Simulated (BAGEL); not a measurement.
# HF/6-31G(d) (density fitting with qzvpp-jkfit, spherical functions) run of GeH4O3 (SMILES [OH][GeH]([OH])[OH])

What is the vertical singlet–triplet gap of GeH4O3 at HF/6-31G* (density fitting with qzvpp-jkfit, spherical functions)? 

Program for the calculation: BAGEL 1.2.2.

8 further runs of the same task are left out: 8 that didn't finish.

### 1 The system as given

GeH4O3: 8 atoms, total charge 0, spin state singlet. SMILES: `[OH][GeH]([OH])[OH]`. Geometry: relaxed at PBE0-D4/def2-TZVP. This is one conformer, not always the lowest.

Bond lengths: O1–Ge2 1.765 Å, Ge2–O3 1.772 Å, Ge2–O4 1.761 Å, O1–H5 0.961 Å, Ge2–H6 1.526 Å, O3–H7 0.960 Å, O4–H8 0.961 Å. Angles: O1–Ge2–O3 110.8°, O1–Ge2–O4 110.6°, O3–Ge2–O4 102.9°, O1–Ge2–H6 106.0°, O3–Ge2–H6 114.0°, O4–Ge2–H6 112.6°, Ge2–O1–H5 112.5°, Ge2–O3–H7 113.5°, Ge2–O4–H8 110.8°.

### 2 The energy at HF/6-31G(d) (density fitting with qzvpp-jkfit, spherical functions)

Input file job.json:

```json
{ "bagel" : [

{
  "title" : "molecule",
  "basis" : "6-31gs.json",
  "df_basis" : "qzvpp-jkfit",
  "angstrom" : true,
  "geometry" : [
    { "atom" : "O", "xyz" : [      -0.509900,       1.381900,      -0.857300 ] },
    { "atom" : "Ge", "xyz" : [      -0.081800,       0.219700,       0.399600 ] },
    { "atom" : "O", "xyz" : [       1.454700,      -0.577700,       0.022700 ] },
    { "atom" : "O", "xyz" : [      -1.224400,      -1.120100,       0.418300 ] },
    { "atom" : "H", "xyz" : [      -0.822900,       0.956900,      -1.660100 ] },
    { "atom" : "H", "xyz" : [      -0.071800,       1.000900,       1.710800 ] },
    { "atom" : "H", "xyz" : [       2.134400,       0.027000,      -0.283400 ] },
    { "atom" : "H", "xyz" : [      -0.786000,      -1.945600,       0.193700 ] }
  ]
},

{ "title" : "hf" },

{ "title" : "print", "file" : "orbitals.molden", "orbitals" : true }

]}
```

The basis set 6-31G* is read from a file made from the Basis Set Exchange's data (not shown).

Launch:

```bash
$ BAGEL_NUM_THREADS=1 BAGEL job.json > job.out
```

What it wrote:

```text
* using 1 threads per process

  ===============================================================
  ===============================================================

  *** Geometry ***

  { "atom" : "O", "xyz" : [     -0.963571,      2.611413,     -1.620062 ] },
  { "atom" : "Ge", "xyz" : [     -0.154580,      0.415173,      0.755135 ] },
  { "atom" : "O", "xyz" : [      2.748985,     -1.091695,      0.042897 ] },
  { "atom" : "O", "xyz" : [     -2.313781,     -2.116682,      0.790472 ] },
  { "atom" : "H", "xyz" : [     -1.555056,      1.808279,     -3.137134 ] },
  { "atom" : "H", "xyz" : [     -0.135682,      1.891427,      3.232943 ] },
  { "atom" : "H", "xyz" : [      4.033431,      0.051023,     -0.535548 ] },
  { "atom" : "H", "xyz" : [     -1.485325,     -3.676651,      0.366040 ] },

  Number of auxiliary basis functions:      569

  Since a DF basis is specified, we compute 2- and 3-index integrals:
    o Being stored without compression. Storage requirement is 0.031 GB

  Number of basis functions:       82
  Number of electrons      :       60

    * METHOD: MOLECULE                             0.34

  *** RHF ***

  === Nuclear Repulsion ===
   325.8280090008

      * DIIS with orbital gradients will be used.

  === RHF iteration (6-31gs.json) ===
      0      -2301.65205792          0.02807700           0.10
      1      -2301.88450851          0.01831715           0.10
      2      -2302.04187374          0.00133450           0.09
      3      -2302.04303269          0.00053990           0.10
      4      -2302.04314703          0.00009548           0.11
      5      -2302.04315648          0.00002605           0.10
      6      -2302.04315750          0.00000646           0.10
      7      -2302.04315755          0.00000176           0.10
      8      -2302.04315756          0.00000075           0.10
      9      -2302.04315756          0.00000020           0.10
     10      -2302.04315756          0.00000008           0.09
     11      -2302.04315756          0.00000003           0.09
     12      -2302.04315756          0.00000001           0.09
    * SCF iteration converged.

    * Permanent dipole moment:
           (   -0.574506,     0.083660,     0.328181) a.u.

    * METHOD: HF                                   1.53

    * METHOD: PRINT                                0.01

  ===============================================================
```

It took 3.3 s on 1 thread of Intel Xeon 6975P-C (Granite Rapids), shared host; peak memory 0.15 GiB.

### 3 The triplet at the same level

Input file hf.json:

```json
{ "bagel": [

{
  "title": "molecule",
  "basis": "6-31gs.json",
  "df_basis": "qzvpp-jkfit",
  "angstrom": true,
  "geometry": [
    { "atom": "O", "xyz": [   -0.509900,    1.381900,   -0.857300 ] },
    { "atom": "Ge", "xyz": [   -0.081800,    0.219700,    0.399600 ] },
    { "atom": "O", "xyz": [    1.454700,   -0.577700,    0.022700 ] },
    { "atom": "O", "xyz": [   -1.224400,   -1.120100,    0.418300 ] },
    { "atom": "H", "xyz": [   -0.822900,    0.956900,   -1.660100 ] },
    { "atom": "H", "xyz": [   -0.071800,    1.000900,    1.710800 ] },
    { "atom": "H", "xyz": [    2.134400,    0.027000,   -0.283400 ] },
    { "atom": "H", "xyz": [   -0.786000,   -1.945600,    0.193700 ] }
  ]
},
{
  "title": "rohf",
  "nopen": 2
},
{
  "title": "print",
  "file": "orbitals.molden",
  "orbitals": true
}

]}
```

The basis set 6-31G* is read from a file made from the Basis Set Exchange's data (not shown).

Launch:

```bash
$ BAGEL_NUM_THREADS=1 BAGEL hf.json > hf.out
```

What it wrote:

```text
* using 1 threads per process

  ===============================================================
  ===============================================================

  *** Geometry ***

  { "atom" : "O", "xyz" : [     -0.963571,      2.611413,     -1.620062 ] },
  { "atom" : "Ge", "xyz" : [     -0.154580,      0.415173,      0.755135 ] },
  { "atom" : "O", "xyz" : [      2.748985,     -1.091695,      0.042897 ] },
  { "atom" : "O", "xyz" : [     -2.313781,     -2.116682,      0.790472 ] },
  { "atom" : "H", "xyz" : [     -1.555056,      1.808279,     -3.137134 ] },
  { "atom" : "H", "xyz" : [     -0.135682,      1.891427,      3.232943 ] },
  { "atom" : "H", "xyz" : [      4.033431,      0.051023,     -0.535548 ] },
  { "atom" : "H", "xyz" : [     -1.485325,     -3.676651,      0.366040 ] },

  Number of auxiliary basis functions:      569

  Since a DF basis is specified, we compute 2- and 3-index integrals:
    o Being stored without compression. Storage requirement is 0.031 GB

  Number of basis functions:       82
  Number of electrons      :       60

    * METHOD: MOLECULE                             0.38

  *** Open-shell HF ***

  === Nuclear Repulsion ===
   325.8280090008

      * DIIS with orbital gradients will be used.

  === ROHF iteration (6-31gs.json) ===
      0      -2301.24152595          0.05475617           0.23
      1      -2301.42494742          0.04468288           0.22
      2      -2301.53247261          0.03383441           0.18
      3      -2301.68291996          0.00198021           0.21
      4      -2301.68486827          0.00142015           0.25
      5      -2301.68752722          0.00119921           0.19
      6      -2301.68929812          0.00111216           0.20
      7      -2301.69337370          0.00087550           0.18
      8      -2301.69683110          0.00055385           0.20
      9      -2301.69753639          0.00041051           0.19
     10      -2301.69758232          0.00024331           0.18
     11      -2301.69777790          0.00015859           0.18
     12      -2301.69797808          0.00014760           0.17
     13      -2301.69795036          0.00013921           0.17
     14      -2301.69798012          0.00014510           0.24
     15      -2301.69793003          0.00012753           0.24
     16      -2301.69785768          0.00010189           0.21
     17      -2301.69781267          0.00007683           0.23
     18      -2301.69776218          0.00006158           0.19
     19      -2301.69778321          0.00004967           0.17
     20      -2301.69776628          0.00003968           0.16
     21      -2301.69776058          0.00003190           0.18
     22      -2301.69776222          0.00003398           0.18
     23      -2301.69777659          0.00003492           0.18
     24      -2301.69777701          0.00003197           0.18
     25      -2301.69778879          0.00002945           0.19
     26      -2301.69778387          0.00002619           0.17
[... 60 lines of this table left out ...]
     87      -2301.69777031          0.00000006           0.18
     88      -2301.69777030          0.00000006           0.20
     89      -2301.69777030          0.00000006           0.17
     90      -2301.69777030          0.00000005           0.17
     91      -2301.69777029          0.00000005           0.18
     92      -2301.69777028          0.00000004           0.18
     93      -2301.69777029          0.00000004           0.19
     94      -2301.69777029          0.00000003           0.17
     95      -2301.69777029          0.00000002           0.16
     96      -2301.69777028          0.00000002           0.18
     97      -2301.69777029          0.00000002           0.19
     98      -2301.69777030          0.00000001           0.18
     99      -2301.69777030          0.00000001           0.20
    * SCF iteration converged.

    * S^2 (ROHF) is 2.0000

    * Permanent dipole moment:
           (   -0.152349,     0.035711,    -0.053978) a.u.

    * METHOD: ROHF                                20.20

    * METHOD: PRINT                                0.01

  ===============================================================
```

It took 22 s on 1 thread of Intel Xeon 6975P-C (Granite Rapids), shared host; peak memory 0.14 GiB.

### 4 Results

At HF/6-31G* (density fitting with qzvpp-jkfit, spherical functions):

| quantity | value |
| --- | --- |
| singlet: total energy | -2302.04316 Eh |
| singlet: dipole moment | 1.70 D |
| singlet: HOMO energy | -12.96 eV |
| singlet: LUMO energy | 4.11 eV |
| singlet: HOMO–LUMO gap | 17.07 eV |
| triplet: total energy | -2301.69777 Eh |
| triplet: dipole moment | 0.42 D |
| triplet: ⟨S²⟩ | 2.000 |
| vertical energy of the triplet above the singlet | 9.398 eV |

At this shape the triplet lies 9.40 eV (217 kcal/mol) above the singlet.
